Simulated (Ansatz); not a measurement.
# Alloy of SrTiO3 and BaTiO3 (4 of 8 Sr sites exchanged), 40 atoms

Aim: relax the alloy cell and compare the gap by PBEsol and HSE06.

Program: Ansatz 0.2.0, PAW, plane waves. These are calculated values, not measurements.

### 1 The starting cell

40 atoms (4 Ba, 4 Sr, 8 Ti, 24 O); a = 7.871 Å, b = 7.871 Å, c = 7.871 Å, α = 90.00°, β = 90.00°, γ = 90.00°. All atoms were shaken off their sites by about 0.02 Å along each axis.

The runs, in order: (2) PBEsol cell relaxation at the single k point (¼, ¼, ¼), on 1 × NVIDIA H100 80GB HBM3 with 2 threads of AMD EPYC 7R13; (3) HSE06 single point at the Γ point alone, on 1 × NVIDIA H100 80GB HBM3 with 2 threads of AMD EPYC 7R13.

### 2 Relaxing cell and atoms with PBEsol

Input file in.yaml:

```yaml
crystal:
  lattice:
    - [7.871076, 0.000000, 0.000000]
    - [0.000000, 7.871076, 0.000000]
    - [0.000000, 0.000000, 7.871076]
  atoms:
    - { symbol: Ba, position: [0.999012, 0.000213, 0.999331] }
    - { symbol: Ba, position: [0.002104, 0.001666, 0.497986] }
    - { symbol: Ba, position: [0.994123, 0.499856, 0.498852] }
    - { symbol: Ba, position: [0.505439, 0.998900, 0.000536] }
    - { symbol: Sr, position: [0.003742, 0.498666, 0.997940] }
    - { symbol: Sr, position: [0.503186, 0.001501, 0.500018] }
    - { symbol: Sr, position: [0.499532, 0.497550, 0.995778] }
    - { symbol: Sr, position: [0.504349, 0.502081, 0.500889] }
    - { symbol: Ti, position: [0.255025, 0.247526, 0.251622] }
    - { symbol: Ti, position: [0.246114, 0.251736, 0.749034] }
    - { symbol: Ti, position: [0.250300, 0.750811, 0.250855] }
    - { symbol: Ti, position: [0.244859, 0.749160, 0.747988] }
    - { symbol: Ti, position: [0.749302, 0.252509, 0.249182] }
    - { symbol: Ti, position: [0.748182, 0.248440, 0.751577] }
    - { symbol: Ti, position: [0.748158, 0.748850, 0.245264] }
    - { symbol: Ti, position: [0.748514, 0.748572, 0.746084] }
    - { symbol: O, position: [0.250533, 0.249776, 0.999868] }
    - { symbol: O, position: [0.244749, 0.250509, 0.498357] }
    - { symbol: O, position: [0.254447, 0.747694, 0.997265] }
    - { symbol: O, position: [0.248615, 0.745357, 0.498655] }
    - { symbol: O, position: [0.751153, 0.248851, 0.003531] }
    - { symbol: O, position: [0.747140, 0.248547, 0.504825] }
    - { symbol: O, position: [0.751179, 0.747227, 0.994554] }
    - { symbol: O, position: [0.747727, 0.751429, 0.499337] }
    - { symbol: O, position: [0.000302, 0.251703, 0.251952] }
    - { symbol: O, position: [0.005630, 0.255151, 0.746661] }
    - { symbol: O, position: [0.999459, 0.747200, 0.246307] }
    - { symbol: O, position: [0.997845, 0.749377, 0.752637] }
    - { symbol: O, position: [0.502586, 0.244167, 0.253104] }
    - { symbol: O, position: [0.498373, 0.249145, 0.749768] }
    - { symbol: O, position: [0.506173, 0.750343, 0.247709] }
    - { symbol: O, position: [0.500000, 0.749213, 0.751517] }
    - { symbol: O, position: [0.248493, 0.998093, 0.248876] }
    - { symbol: O, position: [0.249482, 0.995594, 0.747423] }
    - { symbol: O, position: [0.248480, 0.502653, 0.246076] }
    - { symbol: O, position: [0.245473, 0.496143, 0.745865] }
    - { symbol: O, position: [0.749250, 0.001263, 0.245036] }
    - { symbol: O, position: [0.751479, 0.002397, 0.747472] }
    - { symbol: O, position: [0.747902, 0.499955, 0.248758] }
    - { symbol: O, position: [0.750214, 0.496389, 0.746261] }
  symmetry: { detect: false }
kpoints:
  mp_grid: { grid: [1, 1, 1], shift: [0.25, 0.25, 0.25] }
hamiltonian:
  xc: pbesol
scf:
  occupations: { method: fermi_dirac, width: 0.01 }
relax:
  f_tol: 0.03
  max_steps: 80
  escape_saddle: false
  adjacent_minimum: "off"
  cell: { fix: [shape] }
output:
  forces: true
  eigenvalues: true
  populations: true
  write_density: true
  write_potential: true
  elf: true
  volumetric_format: npy
```

Run with:

```sh
ansatz run in.yaml --threads 2 --pin off --max-ram 30400MiB --runs-dir r --events-out ev --progress --plain --backend cuda --devices 0, --max-vram 18GiB
```

After this run come: Single point with HSE06.

Before running it: what results should come out? Wanted: for each run, top filled to lowest empty.

The runs gave:

| level | time | k points | top filled to lowest empty (eV) |
| --- | --- | --- | --- |
| PBEsol, relaxation | 74 s (GPU) | (¼, ¼, ¼) | 2.86 |
| HSE06 | 75 s (GPU) | Γ | 3.47 |

| quantity | value |
| --- | --- |
| relaxation | 8 recorded steps, 0.45 eV gained |
| largest shift | 0.12 Å (O18) |
| relaxed cell | a = 7.881 Å, b = 7.881 Å, c = 7.881 Å, α = 90.00°, β = 90.00°, γ = 90.00° |
| mean bonds | Ba–O 2.808, O–Sr 2.767, O–Ti 1.973 Å |

**Reading.** Relaxation gains 0.45 eV, with shifts up to 0.12 Å (O18), while the volume changes by +0.4 %. The mean lengths of the listed bonds run from O–Ti 1.97 Å to Ba–O 2.81 Å. Rows on different k points differ by sampling as well as by level. With one k point the spacing samples only the states that fold onto it, so it can exceed the gap over the zone.
